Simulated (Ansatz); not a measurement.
# AlF2H2N: the cost of one run

Method: RKS PBE/def2-SVP, in Ansatz 0.2.0.

**1. The system as given**

Bond lengths: Al1–F2 1.690 Å, Al1–F3 1.690 Å, Al1–N4 1.920 Å, N4–H5 1.060 Å, N4–H6 1.060 Å. Angles: F2–Al1–F3 120.0°, F2–Al1–N4 120.0°, F3–Al1–N4 120.0°, Al1–N4–H5 120.0°, Al1–N4–H6 120.0°, H5–N4–H6 120.0°.

Coordinates:

```xyz
6

Al    0.0000    0.0000    0.0000
F     0.0000    0.0000    1.6900
F     1.4635    0.0000   -0.8450
N    -1.6627    0.0000   -0.9600
H    -2.3316   -0.8164   -0.8614
H    -1.9118    0.8164   -1.5886
```

**2. Relaxing the start**

File input.yaml:

```yaml
crystal:
  periodic: [false, false, false]
  atoms:
    - { symbol: Al, position_ang: [0.0, 0.0, 0.0] }
    - { symbol: F, position_ang: [0.0, 0.0, 1.69] }
    - { symbol: F, position_ang: [1.4635, 0.0, -0.845] }
    - { symbol: "N", position_ang: [-1.6627, 0.0, -0.96] }
    - { symbol: H, position_ang: [-2.3316, -0.8164, -0.8614] }
    - { symbol: H, position_ang: [-1.9118, 0.8164, -1.5886] }
basis:
  gaussian: { orbitals: def2-SVP }
hamiltonian:
  xc: pbe
relax:
  f_tol: 0.02
  max_steps: 40
```

On the command line:

```console
$ ansatz run input.yaml --threads 1 --pin off --max-ram 2048MiB --backend cpu --events-out ev --progress --plain --runs-dir out
```

**Question.** How long does this run take on 1 thread of Arm Neoverse V1, shared host, and how much memory does it need?

About 13 s, with a peak of 0.13 GiB.
